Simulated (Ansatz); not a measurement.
Working through a test of the smearing width of HfC, space group Fm-3m

Program: Ansatz 0.2.0, Python API.

The cells in order, each with its output:

```python
import csv
import warnings

import ansatz as az

warnings.simplefilter('ignore', az.DeckWarning)
```

```python
xtal = (
    az.Lattice.fcc(4.65)
    .space_group(225)
    .atom('Hf', [0.5, 0.0, 0.0])
    .atom('C', [0.0, 0.0, 0.0])
    .primitive()
)

xtal.resolved().tree()['lattice']
```

    ((2.8473038080175964e-16, 2.325, 2.325), (2.325, 1.4236519040087982e-16, 2.325),
     (2.325, 2.325, 0.0))

```python
calc = (
    xtal.calculation()
    .functional('pbe')
    .kpoints(12, 12, 12)
    .forces()
    .stress()
)
```

```python
rows = []
for value in [0.3, 0.2, 0.1, 0.05]:
    summary = calc.occupations('cold', width=value).run(threads=1).report
    rows.append((value, summary['free_energy_ev'] / len(summary['lattice']['sites']), summary['n_iterations'], sum(summary['stress_gpa'][i][i] for i in range(3)) / 3, max(abs(f) for row in summary['forces_ev_ang'] for f in row), summary['n_kpoints']))

with open('smear.csv', 'w', newline='') as handle:
    writer = csv.writer(handle)
    writer.writerow(['width (eV)', 'F/atom (eV)', 'iterations', 'P (GPa)', 'max component (eV/A)', 'k-points'])
    writer.writerows([round(v, 5) if isinstance(v, float) else v for v in row] for row in rows)
```

```python
for row in rows[:-1]:
    shift = 1000 * (row[1] - rows[-1][1])
    print(f'{row[0]}: {shift:+.2f} meV/atom' + ('  (within 2 meV)' if abs(shift) < 2 else ''))
```

    0.3: +0.40 meV/atom  (within 2 meV)
    0.2: -0.16 meV/atom  (within 2 meV)
    0.1: -0.13 meV/atom  (within 2 meV)

`smear.csv`, as written:
```csv
width (eV),F/atom (eV),iterations,P (GPa),max component (eV/A),k-points
0.3,-7987.07054,6,0.16952,0.0,72
0.2,-7987.0711,6,0.20838,0.0,72
0.1,-7987.07108,5,0.23831,0.0,72
0.05,-7987.07094,5,0.23525,0.0,72
```

Going from 0.05 to 0.3 eV changes F by +0.4 meV an atom. This scheme is built to cancel the term in the square of the width, so the shifts stay small and are partly the mesh's error. The pressure moves from 0.24 to 0.17 GPa.

What to keep in mind:
- Forces vanish by symmetry here and test nothing.
- The narrowest width needs the finest mesh, so the last row is no converged reference.
- Pressure is positive in compression.
- Spin-orbit coupling, which matters for elements this heavy, is left out.
- The structure is a deposited one; some such entries were measured under pressure or heat, so a shift against it needn't be the functional's error alone.
- Run time: 6.7 s on 1 thread of Arm Neoverse V2, with other jobs on the host, peak memory 0.38 GiB.
